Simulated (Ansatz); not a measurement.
# InSb3 under changes of volume

One of the cells (27.758 Å³/atom); the others are scaled copies at fixed shape and fractional positions:

```
Sb In
1.0
     4.80637    0.00000    0.00000
     0.00000    4.80637    0.00000
     0.00000    0.00000    4.80637
Sb In
3 1
Direct
  0.50000 0.50000 0.00000
  0.00000 0.50000 0.50000
  0.50000 0.00000 0.50000
  0.00000 0.00000 0.00000
```

The cell comes from a database or a generator and needn't be the stable form of this composition.

- Program: Ansatz 0.2.0
- Functional: PBE
- Potentials or basis: Ansatz PAW
- Cutoff: 420 eV (not typed: the program's choice for these potentials)
- k mesh: 6 × 6 × 6
- Occupations: fermi-dirac, width 0.05 eV
- Spin: no spin polarisation

```csv
volume (Å³/atom),energy over the lowest point (meV/atom),pressure (GPa)
26.093,20.08,3.9
26.648,9.01,2.5
27.203,?,?
27.758,0.00,0.2
28.313,1.18,-0.8
28.868,5.57,-1.7
29.424,12.75,-2.4
```

Problem. What does the run at 27.203 Å³/atom give?

Solution. Energy over the lowest point 2.47 meV/atom; pressure 1.3 GPa.

Worked out: A Birch-Murnaghan fit of order 3 (a polynomial in V^(-2/3)) to the other rows has its minimum at 27.85 Å³/atom with B0 = V·E''(V) = 51 GPa and B' = 5.0. It gives 2.47 meV/atom at 27.203 Å³/atom, against the run's 2.47, and -dE/dV = 1.3 GPa, against 1.3.

Energies are extrapolated to zero smearing.
